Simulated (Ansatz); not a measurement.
# CH₄AlFS: a ladder of functionals and wavefunction methods

The task here is to estimate one member of a computed series from the others.

The runs use Ansatz 0.2.0, Gaussian basis; functionals in def2-TZVPP, the program's frozen cores in correlated methods.

Levels to be run: LDA (SPW92), PBE-D4, revPBE-D4, BLYP-D4, r2SCAN-D4, B97M-V, PBE0-D4, B3LYP-D4, r2SCANh-D4, r2SCAN0-D4, HSE06-D4, BHLYP-D4, CAM-B3LYP-D4, LC-ωPBE, ωB97X-V, ωB97M-V, B2PLYP, PBE-QIDH; CCSD(T)/def2-SVP; CCSD(T)/def2-TZVPP; MP2/def2-QZVPP; extrapolation to the limit; RPA on PBE.

## The relaxed structure

An earlier PBE0-D4 in a triple-zeta def2 set relaxation fixed the geometry.

8 atoms, charge 0, spin multiplicity 1.

Atoms are counted from 1 here; the program's logs count them from 0.

Bond lengths: F1–Al3 1.651 Å, C2–Al3 1.954 Å, C2–S4 1.804 Å, C2–H5 1.094 Å, C2–H7 1.094 Å, Al3–H6 1.573 Å, S4–H8 1.345 Å. Angles: Al3–C2–S4 109.4°, Al3–C2–H5 108.8°, Al3–C2–H7 108.8°, S4–C2–H5 111.2°, S4–C2–H7 111.1°, H5–C2–H7 107.6°, F1–Al3–C2 115.9°, F1–Al3–H6 117.9°, C2–Al3–H6 126.2°, C2–S4–H8 99.1°.

The first run:

File in.yaml:

```yaml
crystal:
  periodic: [false, false, false]
  atoms:
    - {symbol: F, position_ang: [2.638846, 0.554263, 0.552016]}
    - {symbol: C, position_ang: [-0.105322, -0.304496, -0.496633]}
    - {symbol: Al, position_ang: [1.013253, 0.582806, 0.837951]}
    - {symbol: S, position_ang: [-1.835881, -0.182665, -0.003233]}
    - {symbol: H, position_ang: [0.208758, -1.349159, -0.581027]}
    - {symbol: H, position_ang: [0.507157, 1.309669, 2.138103]}
    - {symbol: H, position_ang: [0.062305, 0.170220, -1.468119]}
    - {symbol: H, position_ang: [-2.396916, -0.837640, -1.034860]}
basis:
  gaussian: {orbitals: def2-TZVPP}
hamiltonian: {xc: lda}
output: {orbitals: {seedname: orbitals}}
```

Launch:

```bash
$ ansatz run in.yaml --threads 2 --pin off --events-out ev --progress --plain --max-ram 4352MiB
```

Steps of the session up to this table: LDA; PBE-D4 (GGA); revPBE-D4 (GGA); BLYP-D4 (GGA); r2SCAN-D4 (meta-GGA); B97M-V (meta-GGA); B3LYP-D4 (hybrid); r2SCANh-D4 (hybrid); r2SCAN0-D4 (hybrid); HSE06-D4 (hybrid); BHLYP-D4 (hybrid); CAM-B3LYP-D4 (range-separated); LC-ωPBE (range-separated); ωB97X-V (range-separated); ωB97M-V (range-separated); B2PLYP (double hybrid); PBE-QIDH (double hybrid).

One table of the session follows, with a row left open; its other results are not shown here.

It belongs to the step «Frontier levels by functional». 

```
  functional  HOMO (eV)  gap (eV)
 LDA (SPW92)      -5.84      3.72
      PBE-D4      -5.73      3.87
   revPBE-D4      -5.68      3.94
     BLYP-D4      -5.57      3.80
   r2SCAN-D4      -5.98      4.47
      B97M-V      -6.08      4.34
     PBE0-D4      -6.98      5.91
    B3LYP-D4      -6.74      5.42
  r2SCANh-D4      -6.45      5.19
  r2SCAN0-D4      -7.15      6.27
    HSE06-D4          ?         ?
    BHLYP-D4      -8.10      7.74
CAM-B3LYP-D4      -8.34      8.15
     LC-ωPBE      -9.76     10.73
     ωB97X-V      -9.39     10.21
     ωB97M-V      -9.22      9.71
```

Q: Estimate the row for HSE06-D4 from the others.

As computed: HOMO (eV): -6.58; gap (eV): 5.13. In the column «HOMO (eV)» it lies between B3LYP-D4 (-6.74) and r2SCANh-D4 (-6.45).
